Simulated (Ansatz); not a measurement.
# TiH (quartet): the correlation ladder, def2-QZVPP

An exercise on one series of results from a longer session: the logs are not shown, and one member is left open.

The runs use Ansatz 0.2.0, Gaussian basis; def2-QZVPP, core rule «outside noble gas», up to 9 orbitals frozen.

Plan: UHF; ROHF; CCSD(T) on UHF.

2 further runs of the same task are left out: 2 set aside as unsound or not needed.

## The system

The geometry is a PBE0/def2-TZVP stationary point (not a proven minimum) of the parent state, kept for this charge and spin.

2 atoms, charge 0, spin multiplicity 4.

Atoms are counted from 1 here; the program's logs count them from 0.

Bond lengths: Ti1–H2 1.757 Å.

Set-up of the first run:

File in.yaml:

```yaml
crystal:
  periodic: [false, false, false]
  atoms:
    - {symbol: Ti, position_ang: [0.000000, 0.000000, 0.000000]}
    - {symbol: H, position_ang: [0.000000, 0.000000, 1.756681]}
basis:
  gaussian: {orbitals: "def2-QZVPP.json"}
magnetization: {spin_polarized: true, initial_magnetization: 3}
hamiltonian: {xc: hf}
output: {orbitals: {seedname: orbitals}}
```

The run is started by

```
ansatz run in.yaml --threads 1 --pin off --events-out ev --progress --plain --max-ram 4096MiB --backend cpu
```

Among the steps run: UHF; ROHF; CCSD(T) on UHF.

One table of the session follows, with a row left open; its other results are not shown here.

| method | from UCCSD(T) (kcal/mol) |
| --- | --- |
| ROHF | +46.77 |
| UHF | +43.47 |
| UMP2 | ? |
| UCCSD | +1.16 |
| UCCSD(T) | 0 |

**Question.** Estimate the row for UMP2.

**Answer.** from UCCSD(T) (kcal/mol): +10.68. In the column «from UCCSD(T) (kcal/mol)» it lies between UCCSD (+1.16) and UHF (+43.47).
